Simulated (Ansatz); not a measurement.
**SnHBr3: up Jacob's ladder to CCSD(T)**

One table from this session's results is given with a row withheld; the runs are named, their logs left out.

The runs use Ansatz 0.2.0, Gaussian basis; functionals in def2-TZVPP, the program's frozen cores in correlated methods.

Levels to be run: LDA (SPW92), PBE-D4, revPBE-D4, BLYP-D4, r2SCAN-D4, B97M-V, PBE0-D4, B3LYP-D4, r2SCANh-D4, r2SCAN0-D4, HSE06-D4, BHLYP-D4, CAM-B3LYP-D4, LC-ωPBE, ωB97X-V, ωB97M-V, B2PLYP, PBE-QIDH; CCSD(T)/def2-SVP; CCSD(T)/def2-TZVPP; MP2/def2-QZVPP; extrapolation to the limit; RPA on PBE.

### The relaxed structure

The geometry comes from an earlier relaxation with PBE0-D4 in a triple-zeta def2 set; it is a stationary point. Sn takes the def2 core potential; no spin-orbit term is included.

SMILES `[Br][SnH]([Br])[Br]`, 5 atoms, charge 0, spin multiplicity 1.

Atoms are counted from 1 here; the program's logs count them from 0.

Bond lengths: Br1–Sn2 2.454 Å, Sn2–Br3 2.454 Å, Sn2–Br4 2.454 Å, Sn2–H5 1.696 Å. Angles: Br1–Sn2–Br3 108.1°, Br1–Sn2–Br4 108.1°, Br1–Sn2–H5 110.8°, Br3–Sn2–Br4 108.1°, Br3–Sn2–H5 110.8°, Br4–Sn2–H5 110.8°.

As a file:

```
Br   -1.5018    0.5192    1.7707
Sn    0.1361    0.1189   -0.0123
Br    1.1890   -2.0601    0.3943
Br   -1.0725   -0.0038   -2.1447
H     1.2992    1.3522   -0.0494
```

Set-up of the first run:

in.yaml reads:

```yaml
crystal:
  periodic: [false, false, false]
  atoms:
    - {symbol: Br, position_ang: [-1.501817, 0.519248, 1.770709]}
    - {symbol: Sn, position_ang: [0.136059, 0.118925, -0.012346]}
    - {symbol: Br, position_ang: [1.188982, -2.060141, 0.394299]}
    - {symbol: Br, position_ang: [-1.072494, -0.003785, -2.144656]}
    - {symbol: H, position_ang: [1.299170, 1.352153, -0.049406]}
basis:
  gaussian: {orbitals: def2-TZVPP}
hamiltonian: {xc: lda}
output: {orbitals: {seedname: orbitals}}
```

On the command line:

```bash
$ ansatz run in.yaml --threads 4 --pin off --events-out ev --progress --plain --max-ram 10444MiB
```

Steps of the session up to this table: LDA; PBE-D4 (GGA); revPBE-D4 (GGA); BLYP-D4 (GGA); r2SCAN-D4 (meta-GGA); B97M-V (meta-GGA); B3LYP-D4 (hybrid); r2SCANh-D4 (hybrid); r2SCAN0-D4 (hybrid); HSE06-D4 (hybrid); BHLYP-D4 (hybrid); CAM-B3LYP-D4 (range-separated); LC-ωPBE (range-separated); ωB97X-V (range-separated); ωB97M-V (range-separated); B2PLYP (double hybrid); PBE-QIDH (double hybrid).

One table of the session follows, with a row left open; its other results are not shown here.

It belongs to the step «Frontier levels by functional». 

| functional | HOMO (eV) | LUMO (eV) | gap (eV) |
| --- | --- | --- | --- |
| LDA (SPW92) | -7.54 | -3.72 | 3.82 |
| PBE-D4 | -7.39 | -3.44 | 3.95 |
| revPBE-D4 | -7.33 | -3.35 | 3.98 |
| BLYP-D4 | -7.20 | -3.38 | 3.82 |
| r2SCAN-D4 | -7.74 | -3.29 | 4.45 |
| B97M-V | -7.81 | -3.15 | 4.66 |
| PBE0-D4 | -8.68 | -2.60 | 6.08 |
| B3LYP-D4 | -8.40 | -2.89 | 5.51 |
| r2SCANh-D4 | -8.21 | -2.99 | 5.22 |
| r2SCAN0-D4 | ? | ? | ? |
| HSE06-D4 | -8.29 | -2.97 | 5.31 |
| BHLYP-D4 | -9.80 | -1.69 | 8.11 |
| CAM-B3LYP-D4 | -9.99 | -1.65 | 8.34 |
| LC-ωPBE | -11.42 | -0.47 | 10.95 |
| ωB97X-V | -11.04 | -0.57 | 10.47 |
| ωB97M-V | -10.89 | -0.67 | 10.21 |

Q: Estimate the row for r2SCAN0-D4 from the others.

Worked estimate for «HOMO (eV)». Against the share of exact exchange, r2SCAN-D4 (0, -7.74), r2SCANh-D4 (0.1, -8.21) give a slope of -4.70 per unit share; at 0.25 the line stands at -8.91.

As computed: HOMO (eV): -8.92; LUMO (eV): -2.52; gap (eV): 6.39. In «HOMO (eV)» the line misses by +0.01.
